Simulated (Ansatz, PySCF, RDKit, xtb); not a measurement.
**CHBGa: a search for the lowest isomer**

Only the formula CHBGa is given (odd number of electrons). Aim: find the structure of lowest free energy at 298.15 K, then its properties.

The funnel: GFN2-xTB relaxations, single points with a density functional, relaxations at r2SCAN-D4/def2-SVP, harmonic vibrations, and a last energy at a higher level. All values are calculated.

6 further runs of the same task are left out: 6 set aside as unsound or not needed.

### Step 1. Possible bonding patterns

All bonding patterns within simple valence rules are listed by program: one Lewis structure each, at most two rings and one unusual centre or charged pair. O–O, O–halogen and N–halogen bonds and N–N–N chains are not drawn. That gives 8 candidates.

```
label            SMILES     spin
 c094  [BH-]1=[C][Ga+]1  doublet
 c200      [CH]=[B][Ga]  doublet
 c383        B#[C][GaH]  doublet
 c467    [B]1=[CH][Ga]1  doublet
 c644         B=[C][Ga]  doublet
 c768    [C]#[B-][GaH+]  doublet
 c859      [B]=[CH][Ga]  doublet
 c947    [B]1=[C][GaH]1  doublet
```

Candidates are built by distance geometry, with a force field where one applies, in up to four conformers (letters a to d). 6 starts with atoms placed at random are added, to find patterns that the rules miss.

**Question.** With final energies at CCSD(T)/def2-TZVP, which structure will this search put lowest in free energy, and by what margin?

| quantity | value |
| --- | --- |
| lowest structure found | [BH-]1=[C][Ga+]1, doublet, Cs |
| next finalist | [B]1=[CH][Ga]1, doublet, 7.7 kcal/mol higher in G |
| share at equilibrium, among the finalists | 100.0 % |
| harmonic wavenumbers, lowest and highest (r2SCAN-D4/def2-SVP) | 198 and 2781 cm⁻¹ |
| rotational constants, same geometry | 1.641, 0.2077, 0.1844 cm⁻¹ |
| dipole moment (PBE0/def2-TZVPD) | 2.69 D |
| HOMO energy (highest over α and β) (PBE0/def2-TZVPD) | -6.93 eV |
| LUMO energy (lowest over α and β) (PBE0/def2-TZVPD) | -4.01 eV |
| lowest excitation (TD-B3LYP/def2-SVPD) | 0.82 eV (f = 0.001) |
| vertical ionisation energy (to the singlet cation) | 9.23 eV |
| vertical electron affinity | 2.18 eV |
| vertical quartet less doublet | +3.25 eV |

`[BH-]1=[C][Ga+]1` comes out lowest. Among the finalists first place is clear (7.7 kcal/mol); structures outside the list aren't covered. r2SCAN-D4/def2-SVP, relaxed, HF/def2-TZVP and MP2/def2-TZVP already put its bonding pattern lowest among the structures in one piece. A large T1 diagnostic among the finalists warns that one reference determinant may not suffice. It concerns: the finalist [B]1=[CH][Ga]1 (doublet). The stability test raises a flag; for an open shell a flag towards a general spinor solution can be the free rotation of the spin. Lowest found is not proven lowest: the search is finite, and each finalist counts with one conformer.
